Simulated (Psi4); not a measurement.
# doublet [SiPH5O2]+: levels of theory compared

Wanted: a comparison of 4 runs (U-wB97X-V/6-31G*, UDSD-PBEP86/6-31G*, UTPSSh/6-31G*, UOMP2/6-31G*) of doublet [SiPH5O2]+. 

Program for the calculation: Psi4 1.11.

1 further run of the same task is left out (set aside as unsound or not needed).

## 1. Starting point

[SiPH5O2]+ has 9 atoms, charge +1, and is taken as a doublet. SMILES of the parent species: `O[SiH2]OP`. The shape is that of a PBE0-D4/def2-TZVP optimisation. This is one conformer, not always the lowest. That shape belongs to the parent species and isn't relaxed for this state.

Bond lengths: O1–Si2 1.637 Å, Si2–O3 1.648 Å, O3–P4 1.646 Å, O1–H5 0.958 Å, Si2–H6 1.486 Å, Si2–H7 1.473 Å, P4–H8 1.424 Å, P4–H9 1.424 Å. Some angles: O1–Si2–O3 112.6°, Si2–O3–P4 125.8°, O1–Si2–H6 109.8°, O1–Si2–H7 106.9°, O3–Si2–H6 108.4°, O3–Si2–H7 105.8°, Si2–O1–H5 118.2°, O3–P4–H8 98.7°, O3–P4–H9 98.7°, H6–Si2–H7 113.3°.

## 2. The energy at U-wB97X-V/6-31G(d) (spherical functions) (run 1)

File run.py:

```python
import numpy as np
from ase.calculators.psi4 import Psi4
from ase import Atoms

a = Atoms(['O', 'Si', 'O', 'P', 'H', 'H', 'H', 'H', 'H'], positions=[
    [-0.307900, 1.144300, -1.642900],
    [0.817700, 0.562000, -0.606400],
    [0.302400, -0.778100, 0.201800],
    [-0.942200, -0.834900, 1.277600],
    [-0.998700, 1.706900, -1.290600],
    [1.170600, 1.605300, 0.391300],
    [1.964500, 0.123500, -1.421100],
    [-0.305900, -1.590900, 2.302600],
    [-1.612000, -1.984300, 0.770600],
])
calc = Psi4(atoms=a, method='wb97x-v', basis='6-31G*', memory='2200MB', num_threads=1, charge=1, multiplicity=2, label='psi4-calc', reference='uks')
calc.psi4.set_options({'puream': True, 'e_convergence': 1e-09, 'd_convergence': 1e-08, 'scf_type': 'pk', 'dft_radial_points': 99, 'dft_spherical_points': 590, 'maxiter': 100})
a.calc = calc

print(f'energy: {a.get_potential_energy():.6f} eV')
```

Run with:

```bash
python run.py
```

psi4-calc.dat:

```text
[...]
  Running in c1 symmetry.
[...]
  Nuclear repulsion =  233.152845558399036
[...]
  Multiplicity = 2
[...]
  Nalpha       = 25
  Nbeta        = 24
[...]
    Number of basis functions: 74
[...]
   @UKS iter   1:  -783.60349524959929   -1.58599e-01   9.23838e-03 DIIS/ADIIS
[...]
   @UKS iter  19:  -783.81272275370998   -3.86535e-12   5.49013e-09 DIIS
[...]
   @S^2 Observed:                7.548437933E-01
[...]
    Orbital Energies [Eh]
    ---------------------
    Alpha Occupied:
       1A    -77.431150     2A    -66.358262     3A    -19.523453
       4A    -19.400226     5A     -7.008245     6A     -5.607141
       7A     -5.164961     8A     -5.160846     9A     -5.158049
      10A     -3.959957    11A     -3.956340    12A     -3.954085
      13A     -1.420034    14A     -1.302824    15A     -1.054680
      16A     -0.884445    17A     -0.825776    18A     -0.813012
      19A     -0.803025    20A     -0.726086    21A     -0.688276
      22A     -0.670422    23A     -0.645646    24A     -0.608160
      25A     -0.591674
    Alpha Virtual:
[...]
  @UKS Final Energy:  -783.81272275370998
   => Energetics <=
    Nuclear Repulsion Energy =            233.1528455583990365
    One-Electron Energy =               -1535.9557195014813260
    Two-Electron Energy =                 565.1369205110886469
    DFT Exchange-Correlation Energy =     -46.3478338938825303
    Empirical Dispersion Energy =           0.0000000000000000
    VV10 Nonlocal Energy =                  0.2010645721661891
    Total Energy =                       -783.8127227537099770
[...]
 Multipole Moments:
 ------------------------------------------------------------------------------------
     Multipole            Electronic (a.u.)      Nuclear  (a.u.)        Total (a.u.)
 ------------------------------------------------------------------------------------
 L = 1.  Multiply by 2.5417464519 to convert [e a0] to [Debye]
 Dipole X            :         -2.7022867            1.3339041           -1.3683826
 Dipole Y            :         -1.5639295            0.8263463           -0.7375832
 Dipole Z            :          2.6541284           -0.5023799            2.1517485
 Magnitude           :                                                    2.6545285
[...]
```

Standard output:

```text
energy: -21328.630570 eV
```

Run time: 2.7 min. Hardware: 1 thread of Intel Xeon 6975P-C (Granite Rapids), shared host; peak memory 1.2 GiB.

## 3. The energy at UDSD-PBEP86/6-31G(d) (density fitting for correlation, spherical functions) (run 2)

File h5o2psi.xyz:

```xyz
9
H5O2PSi
O     -0.307900     1.144300    -1.642900
Si     0.817700     0.562000    -0.606400
O      0.302400    -0.778100     0.201800
P     -0.942200    -0.834900     1.277600
H     -0.998700     1.706900    -1.290600
H      1.170600     1.605300     0.391300
H      1.964500     0.123500    -1.421100
H     -0.305900    -1.590900     2.302600
H     -1.612000    -1.984300     0.770600
```

File h5o2psi_ase.py:

```python
import numpy as np
from ase.calculators.psi4 import Psi4
from ase.io import read

atoms = read('h5o2psi.xyz')
calc = Psi4(atoms=atoms, method='dsd-pbep86', basis='6-31G*', memory='2200MB', num_threads=1, charge=1, multiplicity=2, label='h5o2psi', reference='uks')
calc.psi4.set_options({'puream': True, 'e_convergence': 1e-09, 'd_convergence': 1e-08, 'scf_type': 'pk', 'dft_radial_points': 99, 'dft_spherical_points': 590, 'num_frozen_docc': 12, 'maxiter': 100})
atoms.calc = calc

print(f'energy: {atoms.get_potential_energy():.6f} eV')
```

Run with:

```bash
python h5o2psi_ase.py
```

h5o2psi.dat:

```text
[...]
  Running in c1 symmetry.
[...]
  Nuclear repulsion =  233.152845558399036
[...]
  Multiplicity = 2
[...]
  Nalpha       = 25
  Nbeta        = 24
[...]
    Number of basis functions: 74
[...]
   @UKS iter   1:  -782.62012792358769   -2.26299e-01   8.18146e-03 ADIIS/DIIS
[...]
   @UKS iter  18:  -782.79121764694162   -3.86535e-12   6.16775e-09 DIIS
[...]
   @S^2 Observed:                7.605009946E-01
[...]
    Orbital Energies [Eh]
    ---------------------
    Alpha Occupied:
       1A    -79.296428     2A    -68.056689     3A    -20.358208
       4A    -20.233556     5A     -7.528064     6A     -6.050409
       7A     -5.517186     8A     -5.508287     9A     -5.507098
      10A     -4.242330    11A     -4.239845    12A     -4.238584
      13A     -1.519001    14A     -1.396128    15A     -1.082990
      16A     -0.895157    17A     -0.837926    18A     -0.823660
      19A     -0.811375    20A     -0.725663    21A     -0.695553
      22A     -0.676483    23A     -0.648265    24A     -0.616888
      25A     -0.585600
    Alpha Virtual:
[...]
  @UKS Final Energy:  -782.79121764694162
   => Energetics <=
    Nuclear Repulsion Energy =            233.1528455583990365
    One-Electron Energy =               -1535.9081624649033984
    Two-Electron Energy =                 537.8562053552863063
    DFT Exchange-Correlation Energy =     -17.8921060957236655
    Empirical Dispersion Energy =           0.0000000000000000
    VV10 Nonlocal Energy =                  0.0000000000000000
    Total Energy =                       -782.7912176469416181
[...]
 Multipole Moments:
 ------------------------------------------------------------------------------------
     Multipole            Electronic (a.u.)      Nuclear  (a.u.)        Total (a.u.)
 ------------------------------------------------------------------------------------
 L = 1.  Multiply by 2.5417464519 to convert [e a0] to [Debye]
 Dipole X            :         -2.8603250            1.3339041           -1.5264209
 Dipole Y            :         -1.5691806            0.8263463           -0.7428343
 Dipole Z            :          2.8561742           -0.5023799            2.3537942
 Magnitude           :                                                    2.9020873
[...]
```

Standard output:

```text
energy: -21308.401225 eV
```

It took 17 s on 1 thread of Intel Xeon 6975P-C (Granite Rapids), shared host; peak memory 1.2 GiB.

Run 3 isn't shown in full; the table further down has it.

## 4. A single-point energy at UOMP2/6-31G(d) (density fitting for correlation, spherical functions) (run 4)

h5o2psi.xyz is that of step 3.

File run.py:

```python
import numpy as np
from ase.calculators.psi4 import Psi4
from ase.io import read

atoms = read('h5o2psi.xyz')
calc = Psi4(atoms=atoms, method='omp2', basis='6-31G*', memory='2200MB', num_threads=1, charge=1, multiplicity=2, label='psi4-calc', reference='uhf')
calc.psi4.set_options({'puream': True, 'e_convergence': 1e-09, 'd_convergence': 1e-08, 'scf_type': 'pk', 'num_frozen_docc': 12, 'maxiter': 100})
atoms.calc = calc

print(f'energy: {atoms.get_potential_energy():.6f} eV')
```

Run with:

```bash
python run.py
```

psi4-calc.dat:

```text
[...]
  Running in c1 symmetry.
[...]
  Nuclear repulsion =  233.152845558399036
[...]
  Multiplicity = 2
[...]
  Nalpha       = 25
  Nbeta        = 24
[...]
    Number of basis functions: 74
[...]
   @UHF iter   1:  -781.84717111353780   -4.00150e-01   7.56568e-03 ADIIS/DIIS
[...]
   @UHF iter  18:  -782.01443942662866   -3.41061e-12   7.18224e-09 DIIS
[...]
   @S^2 Observed:                7.627311130E-01
[...]
    Orbital Energies [Eh]
    ---------------------
    Alpha Occupied:
       1A    -80.311217     2A    -68.986370     3A    -20.846731
       4A    -20.725919     5A     -7.858878     6A     -6.340956
       7A     -5.761097     8A     -5.749138     9A     -5.749045
      10A     -4.448613    11A     -4.446719    12A     -4.445871
      13A     -1.629247    14A     -1.505736    15A     -1.156162
      16A     -0.953940    17A     -0.893309    18A     -0.880610
      19A     -0.867593    20A     -0.777628    21A     -0.748971
      22A     -0.728774    23A     -0.699816    24A     -0.672786
      25A     -0.629074
    Alpha Virtual:
[...]
  @UHF Final Energy:  -782.01443942662866
   => Energetics <=
    Nuclear Repulsion Energy =            233.1528455583990365
    One-Electron Energy =               -1535.7283608620582527
    Two-Electron Energy =                 520.5610758770304756
    Total Energy =                       -782.0144394266286554
  UHF NO Occupations:
  HONO-2 :   23  A 1.9991987
  HONO-1 :   24  A 1.9947384
[...]
 Multipole Moments:
 ------------------------------------------------------------------------------------
     Multipole            Electronic (a.u.)      Nuclear  (a.u.)        Total (a.u.)
 ------------------------------------------------------------------------------------
 L = 1.  Multiply by 2.5417464519 to convert [e a0] to [Debye]
 Dipole X            :         -2.9773512            1.3339041           -1.6434471
 Dipole Y            :         -1.5595296            0.8263463           -0.7331833
 Dipole Z            :          2.9856486           -0.5023799            2.4832687
 Magnitude           :                                                    3.0667735
[...]
	Warning: cc_lambda option is changed to TRUE
	For this residual convergence, default PCG convergence is:     1.00e-07
[...]
	DF-SCS-MP2 Total Energy (a.u.)     :  -782.52441624262701
	DF-SOS-MP2 Total Energy (a.u.)     :  -782.51927563284596
[...]
	DF-SCS-OMP2 Total Energy (a.u.)    :  -782.53289315694303
	DF-SOS-OMP2 Total Energy (a.u.)    :  -782.48643379396992
	DF-SCS(N)-OMP2 Total Energy (a.u.) :  -782.24756981188591
[...]
	DF-OMP2 Total Energy (a.u.)        :  -782.54511697980513
[...]
```

Standard output:

```text
energy: -21294.137260 eV
```

Run time: 23 s. Hardware: 1 thread of Intel Xeon 6975P-C (Granite Rapids), shared host; peak memory 0.29 GiB.

## 5. The series

```tsv
run	level	frozen core orbitals	fitting correlation	energy (Eh)	HOMO energy (eV)	LUMO energy (eV)	⟨S²⟩	wall time
1	U-wB97X-V/6-31G* (spherical functions)	0	–	-783.812723	-16.05	-9.85	0.755	2.7 min
2	UDSD-PBEP86/6-31G* (density fitting for correlation, spherical functions)	12	density fitting	-783.069308	-15.88	-9.59	0.761	17 s
3	UTPSSh/6-31G* (spherical functions)	0	–	-784.010327	-13.17	-12.17	0.754	57 s
4	UOMP2/6-31G* (density fitting for correlation, spherical functions)	12	density fitting	-782.545117	-17.06	-7.93	0.763	23 s
```

## 6. Summary of results

| quantity | value |
| --- | --- |
| run 4: total energy | -782.54512 Eh |
| run 4: HOMO energy (Hartree–Fock orbitals) (highest over α and β) | -17.06 eV |
| run 4: LUMO energy (Hartree–Fock orbitals) (lowest over α and β) | -7.93 eV |
| run 4: correlation energy (12 core orbitals frozen) | -530.7 mEh |
| run 4: ⟨S²⟩ of the reference determinant | 0.763 |

Totals of different functionals can't be ranked against each other. All runs together took 4.4 min, the longest 2.7 min.
